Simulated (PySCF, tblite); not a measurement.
**C5H14BNO: geometry, infrared bands and NMR shifts**

Wanted: the infrared bands and NMR shifts of C5H14BNO (`CC(C)[N@@H+]1[BH2-]COC1`), by calculation.

The runs use tblite 0.8.0 and PySCF 2.14.0, with density-fitted response routines of our own; the level of theory stands in each step. All values are computed, except where a source is named. Atoms are numbered from 0 throughout.

**1. Starting geometry**

22 atoms, charge 0, multiplicity 1; geometry from: force field or distance geometry start.

Bonds of the start (Å): C0–C1 1.53, C1–C2 1.55, C1–N3 1.50, N3–B4 1.52, B4–C5 1.58, C5–O6 1.40, O6–C7 1.40, C7–N3 1.48, C0–H8 1.11, C0–H9 1.10, C0–H10 1.11, C1–H11 1.11, C2–H12 1.12, C2–H13 1.12, C2–H14 1.09, N3–H15 1.06, B4–H16 1.20, B4–H17 1.19, C5–H18 1.12, C5–H19 1.11, C7–H20 1.11, C7–H21 1.12.

**2. Relaxing the molecule with GFN2-xTB**

The job: settings as JSON, then the geometry in Å.

```
{"job": {"kind": "relax", "xc": "GFN2-xTB", "basis": "xTB"}, "charge": 0, "multiplicity": 1}
C     -1.747000     1.290700    -0.400100
C     -1.052100    -0.067100    -0.282400
C     -1.949600    -1.022800     0.536300
N      0.289300     0.078000     0.362500
B      1.293800     0.893500    -0.436900
C      2.643800     0.093800    -0.287400
O      2.389900    -0.991500     0.557200
C      1.002500    -1.207900     0.530900
H     -2.761700     1.162600    -0.840500
H     -1.194400     1.975100    -1.062000
H     -1.862300     1.770400     0.596400
H     -0.942500    -0.501700    -1.295200
H     -2.046200    -0.676000     1.596900
H     -2.971700    -1.053300     0.084400
H     -1.567300    -2.047400     0.521400
H      0.181100     0.512600     1.328500
H      0.996200     0.954700    -1.596400
H      1.396600     1.991800     0.003600
H      3.427200     0.743500     0.177700
H      3.010600    -0.271300    -1.264700
H      0.687100    -1.699200     1.479900
H      0.766300    -1.908900    -0.310900
```

Launch:

```sh
OMP_NUM_THREADS=1 python probes_run.py task.json out
```

One launch serves the whole session: the jobs run in the order shown.

**Question.** This job is followed by: GFN2-xTB harmonic vibrations, gas phase; GIAO PBE0/pcSseg-1 NMR shielding, non-relativistic, gas phase. Predict these results of the whole session: strongest single infrared mode (GFN2-xTB); zero-point energy (GFN2-xTB); ¹³C shifts against TMS (PBE0/pcSseg-1); ¹H shifts against TMS (PBE0/pcSseg-1, means over atoms taken as alike); ¹⁵N shifts against NH3 (PBE0/pcSseg-1); ¹¹B shifts against BF3·OEt2 (PBE0/pcSseg-1); ¹⁷O shifts against H2O (PBE0/pcSseg-1).

As calculated:

| quantity | value |
| --- | --- |
| strongest single infrared mode (GFN2-xTB) | 2468 cm⁻¹, 222 km/mol |
| zero-point energy (GFN2-xTB) | 121.0 kcal/mol |
| ¹³C shifts against TMS (PBE0/pcSseg-1) | 86.1, 68.4, 52.8, 25.1, 24.2 ppm |
| ¹H shifts against TMS (PBE0/pcSseg-1, means over atoms taken as alike) | 4.81, 3.93, 3.89, 3.78, 2.80, 2.41, 2.35, 1.95, 1.46, 1.14 ppm |
| ¹⁵N shifts against NH3 (PBE0/pcSseg-1) | 101.2 ppm |
| ¹¹B shifts against BF3·OEt2 (PBE0/pcSseg-1) | -17.4 ppm |
| ¹⁷O shifts against H2O (PBE0/pcSseg-1) | 64.1 ppm |

What this shows: The optimisation took 81 steps and gained 0.564 eV; among the close pairs (by a distance rule), N3–B4 changed most, from 1.521 to 1.658 Å. All 60 modes are real, so the xTB geometry is a minimum. The strongest single mode, at 2468 cm⁻¹, moves mainly H16. GFN2-xTB is a fitted tight-binding method: band positions and strengths are rough. Its intensities can rank the bands wrongly. At PBE0/pcSseg-1: The largest span, 134 ppm, is at O6, where the paramagnetic term is -125 ppm.
